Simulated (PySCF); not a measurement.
# C6H5NO (3-Pyridine Carbaldehyde): the cost of one run

The runs use PySCF 2.14.0, with density-fitted response routines of our own; the level of theory stands in each step. All values are computed, except where a source is named. Atoms count from 0, in the outputs and in this text.

### Step 1. Starting geometry

13 atoms, charge 0, multiplicity 1; geometry from: GFN2-xTB. The atoms were then displaced at random by about 0.01 Å, so the start is not that level's minimum.

Bonds of the start (Å): O0–C1 1.17, C1–C2 1.45, C2–C3 1.44, C3–C4 1.35, C4–C5 1.38, C5–N6 1.32, N6–C7 1.32, C7–C2 1.40, C1–H8 1.10, C3–H9 1.08, C4–H10 1.08, C5–H11 1.09, C7–H12 1.11.

### Step 2. Relaxing the molecule at PBE0-D3(BJ)/def2-SVP

Job settings and geometry (Å):

```
{"job": {"xc": "PBE0", "basis": "def2-SVP", "d3": "d3bj", "grid": 1, "shake": 0.01, "kind": "geom"}, "charge": 0, "multiplicity": 1}
O     -2.506710     1.620090    -0.249140
C     -2.154610     0.503090    -0.157730
C     -0.764500     0.088760    -0.057070
C      0.319760     1.036330    -0.057200
C      1.589740     0.587060     0.037340
C      1.814800    -0.768790     0.147610
N      0.860670    -1.678190     0.157770
C     -0.378930    -1.250700     0.056730
H     -2.865680    -0.333420    -0.120200
H      0.037070     2.080190    -0.126290
H      2.409280     1.285070     0.057170
H      2.827940    -1.169370     0.237120
H     -1.183010    -2.017020     0.063570
```

On the command line:

```
$ OMP_NUM_THREADS=1 python probes_run.py task.json out
```

The driver reads the jobs from task.json and runs them one after another.

**Question.** How long does this first job take on 1 thread of Arm Neoverse V1, shared host, and how much memory does it need?

About 64 s, with a peak of 0.53 GiB.
